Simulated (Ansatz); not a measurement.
# ZnBr2: a short molecular-dynamics run

What does ZnBr2 do over 60 steps of 1.5 fs under a Nosé-Hoover thermostat at 900 K? The cell is a randomly packed cell of 12 atoms, taken as it stands, without a relaxation.

Method: DFT PBE, plane waves, PAW, scalar-relativistic, no spin polarisation, in Ansatz 0.2.0.

## (1) The structure to begin with

The cell holds 12 atoms (Br8Zn4): a = 7.529 Å, b = 6.519 Å, c = 8.019 Å, α = 91.82°, β = 80.16°, γ = 74.67°.

Coordinates:

```xyz
12
Lattice="7.5254 0.2239 -0.0798 1.5340 6.3351 -0.1304 1.4676 -0.4554 7.8702" Properties=species:S:1:pos:R:3 pbc="T T T"
Br    5.1751    5.7308    6.7610
Br    9.2728    5.0635    4.5410
Br    5.0693    2.4033    5.9741
Br    3.3131    2.1492    3.3302
Zn    6.7274    0.0614    7.3992
Zn    5.8642    3.6166    0.2344
Zn    3.6414    5.0627    2.0508
Zn    6.5631    3.6235    3.3727
Br    8.9463    1.6113    5.6950
Br    5.8048    0.2795    2.6725
Br    0.7858    1.5565    1.4859
Br    1.3917    4.2608   -0.0804
```

## (2) Dynamics

input.yaml

```yaml
crystal:
  lattice:
    - [7.525417, 0.223934, -0.07977]
    - [1.53403, 6.335051, -0.130381]
    - [1.467633, -0.455395, 7.870158]
  atoms:
    - { symbol: Br, position: [0.32146, 0.956376, 0.878168] }
    - { symbol: Br, position: [0.950308, 0.808827, 0.600022] }
    - { symbol: Br, position: [0.437901, 0.419264, 0.770472] }
    - { symbol: Br, position: [0.282564, 0.360322, 0.43198] }
    - { symbol: Zn, position: [0.69821, 0.053165, 0.94812] }
    - { symbol: Zn, position: [0.658068, 0.550908, 0.045574] }
    - { symbol: Zn, position: [0.26487, 0.80968, 0.276682] }
    - { symbol: Zn, position: [0.667046, 0.580383, 0.444915] }
    - { symbol: Br, position: [0.989319, 0.27244, 0.738162] }
    - { symbol: Br, position: [0.694545, 0.044543, 0.347347] }
    - { symbol: Br, position: [0.013916, 0.259096, 0.193241] }
    - { symbol: Br, position: [0.047886, 0.670988, 0.001385] }
kpoints:
  mp_grid: { grid: [2, 3, 2] }
magnetization:
  spin_polarized: false
scf:
  occupations: { method: fermi_dirac, width: 0.1 }
hamiltonian:
  pseudopotentials: { kind: paw }
  xc: pbe
basis:
  ecutwfc: 420
md:
  timestep: 1.5
  n_steps: 60
  ensemble: nvt_nose_hoover
  temperature: 900.0
  initial_velocities: maxwell_boltzmann
  seed: 523307
```

Started as:

```sh
$ ansatz run input.yaml --threads 2 --pin off --max-ram 2560MiB --backend cpu --events-out ev --progress --plain --runs-dir out
```

Before running it: what results should come out? Wanted: temperature, first and last step; temperature, second half; potential energy, second half; largest change of the conserved energy; mean square displacement, second half.

The runs gave:

| quantity | value |
| --- | --- |
| length | 60 steps of 1.5 fs |
| temperature, first and last step | 900 and 2773 K |
| temperature, second half | mean 2456 K, from 1973 to 2773 K |
| potential energy, second half | -249 meV/atom from the start |
| largest change of the conserved energy | 0.06 meV/atom |
| mean square displacement, second half | Zn 0.290, Br 0.188 Å² |

**Reading.** Against a set 900 K the second half averages 2456 K, going from 1973 to 2773 K over that half; the potential energy of that half lies 249 meV/atom under the start, so the atoms have moved to lower-lying arrangements, and the energy set free heats the cell. The conserved energy strays from its start by at most 0.06 meV/atom, under 0.1 % of the mean kinetic energy, which is good for a step of 1.5 fs. Over the second half Zn atoms stand 0.5 Å (root mean square) from where they began, and the farthest move is 1.1 Å. Averages from a run of 90 fs with 12 atoms are rough.
